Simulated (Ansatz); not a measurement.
# CH6FNSi2: the cost of one run

Method: RKS PBE-D4/def2-SVP; program: Ansatz 0.2.0.

## 1. Where the work starts

SMILES `F[SiH]1NC[SiH2]1`, 11 atoms, charge 0, spin multiplicity 1.

Atoms are counted from 1 here; the program's logs count them from 0.

Bond lengths: F1–Si2 1.651 Å, Si2–N3 1.739 Å, Si2–Si5 2.338 Å, Si2–H6 1.503 Å, N3–C4 1.475 Å, N3–H7 1.024 Å, C4–Si5 1.944 Å, C4–H8 1.113 Å, C4–H9 1.115 Å, Si5–H10 1.505 Å, Si5–H11 1.504 Å. Angles: F1–Si2–N3 115.2°, F1–Si2–Si5 117.0°, F1–Si2–H6 103.0°, N3–Si2–Si5 76.9°, N3–Si2–H6 115.1°, Si5–Si2–H6 128.3°, Si2–N3–C4 109.9°, Si2–N3–H7 131.2°, C4–N3–H7 118.6°, N3–C4–Si5 96.9°, N3–C4–H8 112.9°, N3–C4–H9 113.9°, Si5–C4–H8 112.6°, Si5–C4–H9 112.7°, H8–C4–H9 107.7°, Si2–Si5–C4 75.3°, Si2–Si5–H10 118.2°, Si2–Si5–H11 121.3° and more.

Coordinates:

```csv
atom,x (Å),y (Å),z (Å)
F1,-1.8526,1.9354,0.3625
Si2,-0.2947,1.4134,0.1975
N3,0.1392,0.0526,1.1900
C4,0.2337,-1.1632,0.3600
Si5,0.0970,-0.2801,-1.3667
H6,0.5069,2.6614,0.4395
H7,0.2269,-0.0397,2.2065
H8,1.1990,-1.7026,0.4900
H9,-0.5889,-1.8945,0.5351
H10,1.3973,-0.2616,-2.1250
H11,-0.9984,-0.7779,-2.2688
```

## 2. Relaxation

input.yaml reads:

```yaml
crystal:
  periodic: [false, false, false]
  atoms:
    - { symbol: F, position_ang: [-1.852564, 1.935378, 0.36246] }
    - { symbol: Si, position_ang: [-0.294716, 1.413401, 0.197484] }
    - { symbol: "N", position_ang: [0.139228, 0.052613, 1.190021] }
    - { symbol: C, position_ang: [0.233657, -1.163228, 0.359994] }
    - { symbol: Si, position_ang: [0.09696, -0.280131, -1.366696] }
    - { symbol: H, position_ang: [0.506943, 2.661378, 0.439485] }
    - { symbol: H, position_ang: [0.226931, -0.039742, 2.206509] }
    - { symbol: H, position_ang: [1.198976, -1.702641, 0.489983] }
    - { symbol: H, position_ang: [-0.588943, -1.894507, 0.53514] }
    - { symbol: H, position_ang: [1.397256, -0.261632, -2.125] }
    - { symbol: H, position_ang: [-0.998429, -0.77789, -2.268781] }
basis:
  gaussian: { orbitals: def2-SVP }
hamiltonian:
  xc: pbe
  dispersion: d4
output:
  forces: true
relax:
  f_tol: 0.003
  max_steps: 120
```

The run is started by

```sh
$ ansatz run input.yaml --threads 1 --pin off --max-ram 2560MiB --backend cpu --events-out ev --progress --plain --runs-dir out
```

**Question.** How long does this run take on 1 thread of Arm Neoverse V1, shared host, and how much memory does it need?

About 24 s, with a peak of 0.15 GiB.
